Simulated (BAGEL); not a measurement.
# One shape, several levels: quartet GeNH3Cl

Aim: a comparison of 3 runs (UHF/STO-3G, ROHF/6-31G*, UHF/6-31G*) of quartet GeNH3Cl. 

The calculation is run with BAGEL 1.2.2.

## Step 1: The structure to begin with

GeNH3Cl has 6 atoms, charge 0, and is taken as a quartet. As SMILES of the parent species, `[NH2][GeH][Cl]`. Geometry: relaxed at PBE0-D4/def2-TZVP. This is one conformer, not always the lowest. That shape belongs to the parent species and isn't relaxed for this state.

Bond lengths: N1–Ge2 1.836 Å, Ge2–Cl3 2.169 Å, N1–H4 1.011 Å, N1–H5 1.011 Å, Ge2–H6 1.560 Å. Angles: N1–Ge2–Cl3 104.1°, N1–Ge2–H6 106.5°, Cl3–Ge2–H6 107.8°, Ge2–N1–H4 115.7°, Ge2–N1–H5 115.6°, H4–N1–H5 109.9°.

## Step 2: The energy at UHF/STO-3G (density fitting with qzvpp-jkfit) (run 1)

File calc.json:

```json
{ "bagel" : [

{
  "title" : "molecule",
  "basis" : "sto-3g",
  "df_basis" : "qzvpp-jkfit",
  "angstrom" : true,
  "geometry" : [
    { "atom" : "N", "xyz" : [      -0.446300,       0.317900,      -0.788300 ] },
    { "atom" : "Ge", "xyz" : [       0.075400,      -0.151000,       0.908100 ] },
    { "atom" : "Cl", "xyz" : [       1.243000,      -1.956900,       0.623300 ] },
    { "atom" : "H", "xyz" : [      -0.984500,       1.171200,      -0.861400 ] },
    { "atom" : "H", "xyz" : [      -0.888700,      -0.414300,      -1.327200 ] },
    { "atom" : "H", "xyz" : [       1.043200,       0.969100,       1.399300 ] }
  ]
},

{ "title" : "uhf", "nopen" : 3 },

{ "title" : "print", "file" : "orbitals.molden", "orbitals" : true }

]}
```

Launch:

```sh
BAGEL_NUM_THREADS=1 BAGEL calc.json > calc.out
```

Log:

```text
* using 1 threads per process

  ===============================================================
  ===============================================================

  *** Geometry ***

  { "atom" : "N", "xyz" : [     -0.843385,      0.600744,     -1.489671 ] },
  { "atom" : "Ge", "xyz" : [      0.142485,     -0.285349,      1.716060 ] },
  { "atom" : "Cl", "xyz" : [      2.348930,     -3.698005,      1.177866 ] },
  { "atom" : "H", "xyz" : [     -1.860435,      2.213247,     -1.627810 ] },
  { "atom" : "H", "xyz" : [     -1.679400,     -0.782914,     -2.508045 ] },
  { "atom" : "H", "xyz" : [      1.971362,      1.831334,      2.644294 ] },

  Number of auxiliary basis functions:      525

  Since a DF basis is specified, we compute 2- and 3-index integrals:
    o Being stored without compression. Storage requirement is 0.005 GB

  Number of basis functions:       35
  Number of electrons      :       59

    * METHOD: MOLECULE                             0.35

  *** Open-shell HF ***

  === Nuclear Repulsion ===
   259.0768003271

      * DIIS with orbital gradients will be used.

  === UHF iteration (sto-3g) ===
      0      -2561.47179592          0.01733662           0.10
      1      -2561.52963877          0.00532031           0.10
      2      -2561.53629733          0.00197243           0.10
      3      -2561.53808691          0.00099004           0.10
      4      -2561.53901734          0.00040454           0.10
      5      -2561.53932143          0.00014060           0.10
      6      -2561.53937896          0.00008681           0.10
      7      -2561.53940616          0.00007399           0.10
      8      -2561.53944403          0.00006145           0.10
      9      -2561.53948307          0.00005030           0.10
     10      -2561.53953353          0.00003491           0.10
     11      -2561.53954294          0.00002410           0.10
     12      -2561.53954638          0.00001401           0.10
     13      -2561.53954679          0.00000718           0.10
     14      -2561.53954683          0.00000244           0.10
     15      -2561.53954683          0.00000126           0.10
     16      -2561.53954684          0.00000063           0.10
     17      -2561.53954685          0.00000030           0.10
     18      -2561.53954685          0.00000009           0.10
     19      -2561.53954685          0.00000005           0.10
     20      -2561.53954685          0.00000003           0.10
     21      -2561.53954685          0.00000001           0.10
    * SCF iteration converged.

    * S^2 (UHF) is 3.7589

    * Permanent dipole moment:
           (    2.302540,    -2.170376,     1.678811) a.u.

    * METHOD: UHF                                  2.41

    * METHOD: PRINT                                0.01

  ===============================================================
```

Wall time 3 s (1 thread of Arm Neoverse N1, shared host); peak memory 0.081 GiB.

## Step 3: The energy at ROHF/6-31G(d) (density fitting with qzvpp-jkfit, spherical functions) (run 2)

File hf.json:

```json
{ "bagel" : [

{
  "title" : "molecule",
  "basis" : "6-31gs.json",
  "df_basis" : "qzvpp-jkfit",
  "angstrom" : true,
  "geometry" : [
    { "atom" : "N", "xyz" : [      -0.446300,       0.317900,      -0.788300 ] },
    { "atom" : "Ge", "xyz" : [       0.075400,      -0.151000,       0.908100 ] },
    { "atom" : "Cl", "xyz" : [       1.243000,      -1.956900,       0.623300 ] },
    { "atom" : "H", "xyz" : [      -0.984500,       1.171200,      -0.861400 ] },
    { "atom" : "H", "xyz" : [      -0.888700,      -0.414300,      -1.327200 ] },
    { "atom" : "H", "xyz" : [       1.043200,       0.969100,       1.399300 ] }
  ]
},

{
  "title" : "rohf",
  "nopen" : 3
},

{
  "title" : "print",
  "file" : "orbitals.molden",
  "orbitals" : true
}

]}
```

The basis set 6-31G* is read from a file made from the Basis Set Exchange's data (not shown).

Launch:

```sh
BAGEL_NUM_THREADS=1 BAGEL hf.json > hf.out
```

Log:

```text
* using 1 threads per process

  ===============================================================
  ===============================================================

  *** Geometry ***

  { "atom" : "N", "xyz" : [     -0.843385,      0.600744,     -1.489671 ] },
  { "atom" : "Ge", "xyz" : [      0.142485,     -0.285349,      1.716060 ] },
  { "atom" : "Cl", "xyz" : [      2.348930,     -3.698005,      1.177866 ] },
  { "atom" : "H", "xyz" : [     -1.860435,      2.213247,     -1.627810 ] },
  { "atom" : "H", "xyz" : [     -1.679400,     -0.782914,     -2.508045 ] },
  { "atom" : "H", "xyz" : [      1.971362,      1.831334,      2.644294 ] },

  Number of auxiliary basis functions:      525

  Since a DF basis is specified, we compute 2- and 3-index integrals:
    o Being stored without compression. Storage requirement is 0.021 GB

  Number of basis functions:       70
  Number of electrons      :       59

    * METHOD: MOLECULE                             0.49

  *** Open-shell HF ***

  === Nuclear Repulsion ===
   259.0768003271

      * DIIS with orbital gradients will be used.

  === ROHF iteration (6-31gs.json) ===
      0      -2590.23208712          0.03721147           0.23
      1      -2590.31709309          0.03633941           0.22
      2      -2590.36882858          0.02792591           0.22
      3      -2590.48376095          0.00611342           0.22
      4      -2590.50579601          0.00490229           0.22
      5      -2590.52182225          0.00402802           0.22
      6      -2590.54032871          0.00200024           0.22
      7      -2590.54172434          0.00224245           0.22
      8      -2590.54458815          0.00109677           0.22
      9      -2590.54513926          0.00130696           0.22
     10      -2590.54606949          0.00032435           0.22
     11      -2590.54633996          0.00016584           0.22
     12      -2590.54646582          0.00013224           0.22
     13      -2590.54651487          0.00010982           0.22
     14      -2590.54658280          0.00009424           0.22
     15      -2590.54670537          0.00005907           0.22
     16      -2590.54671063          0.00003734           0.22
     17      -2590.54672930          0.00002448           0.22
     18      -2590.54672578          0.00000807           0.22
     19      -2590.54672562          0.00000441           0.22
     20      -2590.54672528          0.00000172           0.22
     21      -2590.54672507          0.00000074           0.22
     22      -2590.54672498          0.00000038           0.22
     23      -2590.54672496          0.00000025           0.22
     24      -2590.54672497          0.00000021           0.22
     25      -2590.54672497          0.00000018           0.22
     26      -2590.54672498          0.00000014           0.22
     27      -2590.54672497          0.00000010           0.22
     28      -2590.54672497          0.00000007           0.22
     29      -2590.54672497          0.00000004           0.22
     30      -2590.54672497          0.00000002           0.22
     31      -2590.54672496          0.00000002           0.22
     32      -2590.54672496          0.00000001           0.22
    * SCF iteration converged.

    * S^2 (ROHF) is 3.7500

    * Permanent dipole moment:
           (    1.122670,    -0.815165,     1.749396) a.u.

    * METHOD: ROHF                                 7.71

    * METHOD: PRINT                                0.02

  ===============================================================
```

It took 8.4 s on 1 thread of Arm Neoverse N1, shared host; peak memory 0.11 GiB.

## Step 4: A single-point energy at UHF/6-31G(d) (density fitting with qzvpp-jkfit, spherical functions) (run 3)

File input.json:

```json
{ "bagel" : [

{
  "title" : "molecule",
  "basis" : "6-31gs.json",
  "df_basis" : "qzvpp-jkfit",
  "angstrom" : true,
  "geometry" : [
    { "atom" : "N", "xyz" : [   -0.446300,    0.317900,   -0.788300 ] },
    { "atom" : "Ge", "xyz" : [    0.075400,   -0.151000,    0.908100 ] },
    { "atom" : "Cl", "xyz" : [    1.243000,   -1.956900,    0.623300 ] },
    { "atom" : "H", "xyz" : [   -0.984500,    1.171200,   -0.861400 ] },
    { "atom" : "H", "xyz" : [   -0.888700,   -0.414300,   -1.327200 ] },
    { "atom" : "H", "xyz" : [    1.043200,    0.969100,    1.399300 ] }
  ]
},
{
  "title" : "uhf",
  "nopen" : 3
},
{
  "title" : "print",
  "file" : "orbitals.molden",
  "orbitals" : true
}

]}
```

The basis set 6-31G* is read from a file made from the Basis Set Exchange's data (not shown).

Launch:

```sh
BAGEL_NUM_THREADS=1 BAGEL input.json > input.out
```

Log:

```text
* using 1 threads per process

  ===============================================================
  ===============================================================

  *** Geometry ***

  { "atom" : "N", "xyz" : [     -0.843385,      0.600744,     -1.489671 ] },
  { "atom" : "Ge", "xyz" : [      0.142485,     -0.285349,      1.716060 ] },
  { "atom" : "Cl", "xyz" : [      2.348930,     -3.698005,      1.177866 ] },
  { "atom" : "H", "xyz" : [     -1.860435,      2.213247,     -1.627810 ] },
  { "atom" : "H", "xyz" : [     -1.679400,     -0.782914,     -2.508045 ] },
  { "atom" : "H", "xyz" : [      1.971362,      1.831334,      2.644294 ] },

  Number of auxiliary basis functions:      525

  Since a DF basis is specified, we compute 2- and 3-index integrals:
    o Being stored without compression. Storage requirement is 0.021 GB

  Number of basis functions:       70
  Number of electrons      :       59

    * METHOD: MOLECULE                             0.48

  *** Open-shell HF ***

  === Nuclear Repulsion ===
   259.0768003271

      * DIIS with orbital gradients will be used.

  === UHF iteration (6-31gs.json) ===
      0      -2590.23208712          0.03721147           0.23
      1      -2590.33085223          0.03553402           0.22
      2      -2590.39001845          0.02649976           0.22
      3      -2590.49122533          0.00519619           0.22
      4      -2590.51155384          0.00435029           0.22
      5      -2590.52655857          0.00366528           0.22
      6      -2590.54601981          0.00195200           0.22
      7      -2590.54742724          0.00218833           0.22
      8      -2590.55102148          0.00101925           0.22
      9      -2590.55138738          0.00134086           0.22
     10      -2590.55253846          0.00035627           0.22
     11      -2590.55274155          0.00015689           0.22
     12      -2590.55285073          0.00013274           0.22
     13      -2590.55290328          0.00010925           0.22
     14      -2590.55298382          0.00009203           0.22
     15      -2590.55309224          0.00005212           0.22
     16      -2590.55312182          0.00002623           0.22
     17      -2590.55312909          0.00001446           0.22
     18      -2590.55313016          0.00000907           0.22
     19      -2590.55313037          0.00000624           0.22
     20      -2590.55313050          0.00000436           0.22
     21      -2590.55313056          0.00000245           0.22
     22      -2590.55313057          0.00000166           0.22
     23      -2590.55313058          0.00000144           0.22
     24      -2590.55313060          0.00000112           0.22
     25      -2590.55313061          0.00000065           0.23
     26      -2590.55313062          0.00000037           0.22
     27      -2590.55313062          0.00000017           0.22
     28      -2590.55313062          0.00000009           0.22
     29      -2590.55313062          0.00000006           0.22
     30      -2590.55313062          0.00000005           0.22
     31      -2590.55313062          0.00000004           0.22
     32      -2590.55313062          0.00000003           0.22
     33      -2590.55313062          0.00000002           0.22
     34      -2590.55313062          0.00000002           0.22
     35      -2590.55313062          0.00000001           0.22
     36      -2590.55313062          0.00000001           0.22
    * SCF iteration converged.

    * S^2 (UHF) is 3.7638

    * Permanent dipole moment:
           (    1.120235,    -0.813463,     1.754349) a.u.

    * METHOD: UHF                                  8.60

    * METHOD: PRINT                                0.02

  ===============================================================
```

Run time: 9.3 s. Hardware: 1 thread of Arm Neoverse N1, shared host; peak memory 0.11 GiB.

## Step 5: The series

| run | level | energy (Eh) | dipole moment (D) | ⟨S²⟩ | wall time |
| --- | --- | --- | --- | --- | --- |
| 1 | UHF/STO-3G (density fitting with qzvpp-jkfit) | -2561.539547 | 9.10 | 3.759 | 3 s |
| 2 | ROHF/6-31G* (density fitting with qzvpp-jkfit, spherical functions) | -2590.546725 | 5.68 | 3.750 | 8.4 s |
| 3 | UHF/6-31G* (density fitting with qzvpp-jkfit, spherical functions) | -2590.553131 | 5.68 | 3.764 | 9.3 s |

## Step 6: Outcome

```
            quantity           value
 run 3: total energy  -2590.55313 Eh
run 3: dipole moment          5.68 D
         run 3: ⟨S²⟩           3.764
```

The dipole moment (its size) runs from 5.68 D (ROHF/6-31G*) to 9.10 D (UHF/STO-3G). The two ends differ in method and basis. In run 1 the basis is minimal, so the values are rough. All runs together took 21 s, the longest 9.3 s.
